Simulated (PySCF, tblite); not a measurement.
**C9H9FO: geometry, infrared bands and NMR shifts**

Aim: predict the infrared bands and NMR shifts of C9H9FO (`Cc1cccc(C(=O)F)c1C`).

Computed with tblite 0.8.0 and PySCF 2.14.0, with density-fitted response routines of our own, on a single molecule in the gas phase. Atoms count from 0, in the outputs and in this text.

### Step 1. Starting geometry

20 atoms, charge 0, multiplicity 1; geometry from: force field or distance geometry start.

Bonds of the start (Å): C0–C1 1.50, C1–C2 1.38, C2–C3 1.40, C3–C4 1.40, C4–C5 1.38, C5–C6 1.45, C6–O7 1.26, C6–F8 1.35, C5–C9 1.40, C9–C10 1.48, C9–C1 1.38, C0–H11 1.10, C0–H12 1.12, C0–H13 1.11, C2–H14 1.07, C3–H15 1.08, C4–H16 1.08, C10–H17 1.11, C10–H18 1.12, C10–H19 1.09.

### Step 2. Geometry optimisation with GFN2-xTB

Job settings and geometry (Å):

```
{"job": {"kind": "relax", "xc": "GFN2-xTB", "basis": "xTB"}, "charge": 0, "multiplicity": 1}
C      2.352400    -0.693300    -0.240700
C      1.070000     0.090200    -0.185800
C      1.182700     1.448100    -0.414700
C      0.062800     2.291400    -0.396200
C     -1.162700     1.694100    -0.096300
C     -1.274100     0.340400     0.135000
C     -2.602300    -0.175700     0.423000
O     -2.824100    -1.390500     0.667700
F     -3.641800     0.682300     0.442900
C     -0.150100    -0.493700     0.110000
C     -0.290400    -1.940800     0.365700
H      2.529200    -1.022300    -1.276800
H      3.162100     0.043400     0.012300
H      2.386400    -1.508900     0.508400
H      2.112000     1.931600    -0.637400
H      0.143300     3.356200    -0.565900
H     -2.011300     2.364200    -0.081800
H     -0.698300    -2.156900     1.373500
H     -0.984500    -2.328900    -0.423300
H      0.633500    -2.520300     0.277300
```

On the command line:

```
$ OMP_NUM_THREADS=1 python probes_run.py task.json out
```

This one command runs all jobs of the session in turn.

**Question.** This job is followed by: GFN2-xTB harmonic vibrations, gas phase; GIAO PBE0/pcSseg-1 NMR shielding, non-relativistic, gas phase. What will the session give for the following? strongest single infrared mode (GFN2-xTB); zero-point energy (GFN2-xTB); ¹³C shifts against TMS (PBE0/pcSseg-1); ¹H shifts against TMS (PBE0/pcSseg-1, means over atoms taken as alike); ¹⁷O shifts against H2O (PBE0/pcSseg-1); ¹⁹F shifts against CFCl3 (PBE0/pcSseg-1).

**Answer**, as computed:

| quantity | value |
| --- | --- |
| strongest single infrared mode (GFN2-xTB) | 1816 cm⁻¹, 525 km/mol |
| zero-point energy (GFN2-xTB) | 96.7 kcal/mol |
| ¹³C shifts against TMS (PBE0/pcSseg-1) | 165.4, 152.4, 143.2, 142.5, 139.2, 131.2, 126.5, 24.2, 21.0 ppm |
| ¹H shifts against TMS (PBE0/pcSseg-1, means over atoms taken as alike) | 8.49, 7.77, 7.54, 2.85, 2.57 ppm |
| ¹⁷O shifts against H2O (PBE0/pcSseg-1) | 449.3 ppm |
| ¹⁹F shifts against CFCl3 (PBE0/pcSseg-1) | 29.9 ppm |

**Reading.** Over 74 steps the energy fell by 0.488 eV; of the close pairs, C6–O7 changed most, 1.259 to 1.187 Å. No mode is imaginary among the 54: a minimum at this level. The strongest single mode, at 1816 cm⁻¹, moves mainly C6 and O7. Unscaled tight-binding wavenumbers are off by several per cent, some by more. Its intensities can rank the bands wrongly. At PBE0/pcSseg-1: The widest tensor belongs to O7: span 612 ppm, with a paramagnetic part of -518 ppm. NICS(1)zz of -26 ppm above the planar ring from C1 marks a diatropic (aromatic) ring current.
